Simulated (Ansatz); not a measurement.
# CH₁₀N₂Si₂: up Jacob's ladder to CCSD(T)

The task here is to estimate one member of a computed series from the others.

The runs use Ansatz 0.2.0, Gaussian basis; functionals in def2-TZVPP, the program's frozen cores in correlated methods.

Levels to be run: PBE-D4, r2SCAN-D4, PBE0-D4, B3LYP-D4, ωB97X-V, ωB97M-V, B2PLYP; CCSD(T)/def2-TZVPP; MP2/def2-QZVPP; extrapolation to the limit.

### Structure used throughout

The geometry comes from an earlier relaxation with PBE0-D4 in a triple-zeta def2 set; it is a stationary point, not always the lowest conformer.

SMILES `C[SiH](N)[SiH2]N`, 15 atoms, charge 0, spin multiplicity 1.

Atoms are counted from 1 here; the program's logs count them from 0.

Bond lengths: C1–Si2 1.870 Å, C1–H6 1.093 Å, C1–H7 1.092 Å, C1–H8 1.093 Å, Si2–N3 1.734 Å, Si2–Si4 2.353 Å, Si2–H9 1.495 Å, N3–H10 1.009 Å, N3–H11 1.010 Å, Si4–N5 1.733 Å, Si4–H12 1.502 Å, Si4–H13 1.493 Å, N5–H14 1.008 Å, N5–H15 1.008 Å. Angles: Si2–C1–H6 111.0°, Si2–C1–H7 110.5°, Si2–C1–H8 110.8°, H6–C1–H7 108.2°, H6–C1–H8 107.6°, H7–C1–H8 108.6°, C1–Si2–N3 108.9°, C1–Si2–Si4 110.1°, C1–Si2–H9 110.5°, N3–Si2–Si4 114.3°, N3–Si2–H9 105.7°, Si4–Si2–H9 107.4°, Si2–N3–H10 117.2°, Si2–N3–H11 117.6°, H10–N3–H11 109.2°, Si2–Si4–N5 108.3°, Si2–Si4–H12 110.8°, Si2–Si4–H13 110.8° and more.

Set-up of the first run:

The input, in.yaml:

```yaml
crystal:
  periodic: [false, false, false]
  atoms:
    - {symbol: C, position_ang: [-1.389562, 0.752981, 1.658227]}
    - {symbol: Si, position_ang: [-0.023275, 0.736400, 0.381966]}
    - {symbol: N, position_ang: [1.506328, 0.796113, 1.196824]}
    - {symbol: Si, position_ang: [-0.281286, -1.108061, -1.055391]}
    - {symbol: N, position_ang: [0.908105, -0.989561, -2.310285]}
    - {symbol: H, position_ang: [-1.342136, -0.135086, 2.294321]}
    - {symbol: H, position_ang: [-1.305935, 1.634918, 2.297290]}
    - {symbol: H, position_ang: [-2.370371, 0.763240, 1.176588]}
    - {symbol: H, position_ang: [-0.080152, 1.969870, -0.460870]}
    - {symbol: H, position_ang: [2.321551, 0.989338, 0.634186]}
    - {symbol: H, position_ang: [1.720010, 0.052308, 1.845128]}
    - {symbol: H, position_ang: [-1.699097, -1.214136, -1.539211]}
    - {symbol: H, position_ang: [-0.010199, -2.386583, -0.333201]}
    - {symbol: H, position_ang: [0.962320, -0.132728, -2.838816]}
    - {symbol: H, position_ang: [1.061799, -1.779916, -2.917356]}
basis:
  gaussian: {orbitals: def2-TZVPP}
hamiltonian: {xc: pbe, dispersion: d4}
output: {forces: true, orbitals: {seedname: orbitals}}
```

Started as:

```bash
> ansatz run in.yaml --threads 2 --pin off --events-out ev --progress --plain --max-ram 32768MiB --backend cuda --devices 0, --max-vram 18GiB
```

Among the steps run: PBE-D4 (GGA); r2SCAN-D4 (meta-GGA); PBE0-D4 (hybrid); B3LYP-D4 (hybrid); ωB97X-V (range-separated); ωB97M-V (range-separated); B2PLYP (double hybrid); CCSD(T) in def2-TZVPP; MP2 in def2-QZVPP.

One of the session's tables, all rows but one given; the rest of the session is left out.

| method | atomisation energy (kcal/mol) |
| --- | --- |
| PBE-D4 | 1234.2 |
| r2SCAN-D4 | 1220.8 |
| PBE0-D4 | 1219.4 |
| B3LYP-D4 | 1229.3 |
| ωB97X-V | 1233.2 |
| ωB97M-V | 1229.4 |
| B2PLYP | 1210.8 |
| HF/def2-TZVPP | 884.1 |
| MP2/def2-TZVPP | ? |
| CCSD/def2-TZVPP | 1176.0 |
| CCSD(T)/def2-TZVPP | 1190.4 |
| MP2/CBS | 1229.6 |
| CCSD(T)/CBS | 1226.5 |

Estimate the missing values for MP2/def2-TZVPP.

**Answer.** atomisation energy (kcal/mol): 1193.5. In the column «atomisation energy (kcal/mol)» it lies between CCSD(T)/def2-TZVPP (1190.4) and B2PLYP (1210.8).

Among the levels timed on like hardware and quicker than the yardstick, those that no quicker one beats, quickest first: B3LYP-D4 (8 s, +2.8 kcal/mol).

B2PLYP carry no dispersion term (for B3LYP, D4 adds 12.3 kcal/mol).
